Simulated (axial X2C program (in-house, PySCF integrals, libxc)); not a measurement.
# CrCN: the levels of the configuration d4 s1 p(π)0

Aim: the spin–orbit levels of CrCN that arise from the configuration d4 s1 p(π)0 of Cr, and how they move with the bond.

Computed with an in-house X2C program for linear molecules on PySCF integrals. Level: two-component X2C, average-of-configuration Hartree–Fock and CI in the open shells.

All values are calculated.

### Step 1. Input

Contents of task.json:

```json
{"zs": [24, 6, 7], "q": 0, "bas": ["dyall-v3z", "dyall-v3z", "dyall-av3z"], "r0": 1.97, "metal": 0, "shells": [[2, [0, 1, 2], 4], [0, [0], 1], [1, [1], 0]], "fix": 0, "emax": 3.2, "nroots": 4, "r2": 1.16}
```

Keys: zs atomic numbers; q charge; bas basis sets; r0 starting distance in Å; metal index of the metal atom; shells open shells as [l, |m| values, electrons]; fix electron count of the first shell held; emax energy window in eV; nroots roots for each Ω; r2 second bond in Å, held.

Started as:

```sh
$ python soci.py task.json out
```

Two-component X2C with atomic mean-field Coulomb and Gaunt terms, basis Cr dyall-v3z, C dyall-v3z, N dyall-av3z (cores contracted in-house). Orbitals come from Hartree–Fock averaged over the configuration Cr d4 s1 p(π)0; CI then distributes these electrons over the d, s, p(π) shells of Cr.

### Step 2. CI at Cr–C–N held linear, bonds 2.171 and 1.160 Å (the second held)

Output:

```text
average of configuration d4 s1 p(π)0
basis functions 207  fitting functions 1168
iter      average energy  largest gradient
   1      -1138.677016341   3.76e+00
   2      -1140.116073009   2.48e+00
   3      -1140.697146385   2.13e+00
   4      -1141.278162104   1.51e+00
   5      -1141.593612497   4.10e-01
   6      -1141.635673905   8.10e-02
   7      -1141.644678948   2.92e-02
   8      -1141.645727135   6.72e-03
   9      -1141.645954729   4.73e-03
  10      -1141.646010033   2.15e-03
  11      -1141.646016875   7.41e-04
  12      -1141.646017902   4.07e-04
  13      -1141.646018143   1.63e-04
  14      -1141.646018175   4.86e-05
  15      -1141.646018180   1.83e-05
converged
CI levels
2*Omega        energy/Eh    cm-1   g(par)  dipole/D  leading shell counts
    1     -1141.81005074        0   2.002   -5.651  {'4 1 0': 0.954, '5 0 0': 0.044}
    3     -1141.81003336        4   6.006   -5.652  {'4 1 0': 0.954, '5 0 0': 0.044}
    5     -1141.80999856       11  10.009   -5.653  {'4 1 0': 0.954, '5 0 0': 0.044}
    3     -1141.79189748     3984   8.004   -5.132  {'4 1 0': 0.999}
    1     -1141.79171325     4025   3.943   -5.132  {'4 1 0': 0.999}
    1     -1141.79151099     4069   0.057   -5.133  {'4 1 0': 0.999}
    3     -1141.79131150     4113   3.997   -5.133  {'4 1 0': 0.999}
    5     -1141.79110430     4158   7.998   -5.132  {'4 1 0': 0.999}
    7     -1141.79089190     4205  12.005   -5.132  {'4 1 0': 0.999}
    1     -1141.78415550     5683   6.002   -5.181  {'4 1 0': 0.999}
    3     -1141.78329842     5871   2.011   -5.181  {'4 1 0': 0.999}
    5     -1141.78289172     5961   6.013   -5.181  {'4 1 0': 0.999}
    7     -1141.78249781     6047  10.013   -5.181  {'4 1 0': 0.999}
    9     -1141.78211563     6131  14.011   -5.181  {'4 1 0': 0.999}
    5     -1141.76056008    10862   7.999   -5.479  {'4 1 0': 0.972}
    7     -1141.75100897    12958  10.006   -5.643  {'4 1 0': 0.962}
    7     -1141.71258434    21391   6.033   -5.432  {'4 1 0': 0.978}
    9     -1141.71248902    21412  10.023   -5.432  {'4 1 0': 0.978}
   11     -1141.71235452    21442  14.002   -5.434  {'4 1 0': 0.978}
    9     -1141.71042037    21866  11.981   -5.498  {'4 1 0': 0.97}
    9     -1141.70150196    23824   8.007   -5.134  {'4 1 0': 0.997}
   11     -1141.70114760    23901  12.007   -5.133  {'4 1 0': 0.997}
   13     -1141.70081944    23973  16.004   -5.133  {'4 1 0': 0.997}
```

Dipoles in the output refer to the first atom as origin.

It took 1.8 s on 1 thread of Arm Neoverse V1, shared host; peak memory 0.37 GiB.

Active spinors (ω > 0; filled shells left out):

```
shell    ω  ε (eV)                   character
    d  3/2   -3.37                   100% Cr d
    d  5/2   -3.32                   100% Cr d
    d  1/2   -3.12                    99% Cr d
    d  3/2   -3.09                    99% Cr d
    d  1/2   -2.77                    93% Cr d
    s  1/2   -3.64  59% Cr s, 34% Cr p, 4% C p
 p(π)  1/2    0.96                    91% Cr p
 p(π)  3/2    0.97                    91% Cr p
```

The levels:

| Ω | energy (cm⁻¹) | g∥ | μ (D) | configuration |
| --- | --- | --- | --- | --- |
| 1/2 | 0 | 2.00 | -5.65 | 95% d4 s1 |
| 3/2 | 4 | 6.01 | -5.65 | 95% d4 s1 |
| 5/2 | 11 | 10.01 | -5.65 | 95% d4 s1 |
| 3/2 | 3984 | 8.00 | -5.13 | 100% d4 s1 |
| 1/2 | 4025 | 3.94 | -5.13 | 100% d4 s1 |
| 1/2 | 4069 | 0.06 | -5.13 | 100% d4 s1 |
| 3/2 | 4113 | 4.00 | -5.13 | 100% d4 s1 |
| 5/2 | 4158 | 8.00 | -5.13 | 100% d4 s1 |
| 7/2 | 4205 | 12.00 | -5.13 | 100% d4 s1 |
| 1/2 | 5683 | 6.00 | -5.18 | 100% d4 s1 |
| 3/2 | 5871 | 2.01 | -5.18 | 100% d4 s1 |
| 5/2 | 5961 | 6.01 | -5.18 | 100% d4 s1 |
| 7/2 | 6047 | 10.01 | -5.18 | 100% d4 s1 |
| 9/2 | 6131 | 14.01 | -5.18 | 100% d4 s1 |
| 5/2 | 10862 | 8.00 | -5.48 | 97% d4 s1 |
| 7/2 | 12958 | 10.01 | -5.64 | 96% d4 s1 |
| 7/2 | 21391 | 6.03 | -5.43 | 98% d4 s1 |
| 9/2 | 21412 | 10.02 | -5.43 | 98% d4 s1 |
| 11/2 | 21442 | 14.00 | -5.43 | 98% d4 s1 |
| 9/2 | 21866 | 11.98 | -5.50 | 97% d4 s1 |

g∥ is the magnitude of 2⟨Lz + ge Sz⟩ for the +Ω component. μ is positive if the N end is positive.

### Step 3. The same at Cr–C–N held linear, bonds 2.258 and 1.160 Å (the second held)

```
  Ω  energy (cm⁻¹)     g∥  μ (D)  configuration
1/2              0   2.00  -6.17      96% d4 s1
3/2              4   6.01  -6.17      96% d4 s1
5/2             13  10.01  -6.17      96% d4 s1
3/2           3444   8.00  -5.71     100% d4 s1
1/2           3484   3.92  -5.71     100% d4 s1
1/2           3529   0.08  -5.71     100% d4 s1
3/2           3573   4.00  -5.71     100% d4 s1
5/2           3618   8.00  -5.71     100% d4 s1
7/2           3664  12.00  -5.71     100% d4 s1
1/2           5119   6.00  -5.73     100% d4 s1
```

### Step 4. Curves along the Cr–C bond, the other held

The same input was run at the other distances (logs left out). Energies in cm⁻¹ from the lowest point; levels are followed by energy order within each Ω.

```
R (Å)  (1)Ω=1/2  (1)Ω=3/2  (1)Ω=5/2  (2)Ω=3/2  (2)Ω=1/2  (3)Ω=1/2  (3)Ω=3/2
2.019       578       581       587      5723      5763      5806      5850
2.095         0         3        10      4527      4567      4611      4655
2.171        25        29        36      4009      4050      4094      4138
2.258       596       600       609      4040      4080      4125      4169
2.345      1574      1579      1589      4554      4594      4640      4683
2.442      2985      2990      3002      5524      5564      5611      5653
2.562      5004      5011      5025      7094      7134      7183      7224
```

Constants where the minimum is well bracketed:

```
level of the curve  Te (cm⁻¹)  Re (Å)  ωe (cm⁻¹)
          (1)Ω=1/2          0   2.128      421.3
          (1)Ω=3/2          4   2.128      421.3
          (1)Ω=5/2         11   2.128      421.5
          (2)Ω=3/2       4005   2.209      386.3
          (2)Ω=1/2       4046   2.209      386.2
          (3)Ω=1/2       4090   2.209      386.4
          (3)Ω=3/2       4134   2.209      386.3
```

### Step 5. Outcome

```
                 quantity                          value
lowest level of the model  Ω = 1/2, g∥ = 2.00, 95% d4 s1
               next level         Ω = 3/2, 4 cm⁻¹ higher
  lowest curve, Re and ωe            2.128 Å, 421.3 cm⁻¹
```

What this shows: In the lowest level ⟨Sz⟩ = 0.50 and ⟨Lz⟩ = 0.00; its leading determinant has weight 0.10 among 649. From 2.171 to 2.258 Å the gap from the lowest to the fifth level goes from 4025 to 3484 cm⁻¹. Without dynamic correlation distances can be off by several hundredths of an Å, and the wavenumbers are rough. There is no dynamic correlation: spin–orbit spacings and, for f shells, spacings inside one term are the most reliable numbers, splittings between terms come out too wide, and energies between configurations are not reliable, so the lowest level need not be the ground state of the molecule. For d shells the ligand-field splittings (σ, π, δ) and their order can be off by a thousand cm⁻¹ or more. At most 4 roots were kept for each Ω > 0 (twice that for Ω = 0) within 3.2 eV of the lowest, so higher up levels can be missing between those listed; levels with Ω > 0 are doubly degenerate and listed once, Ω = 0 levels singly. States that fill the shells left empty in the average are placed too high. The molecule was held linear; bending was not examined.
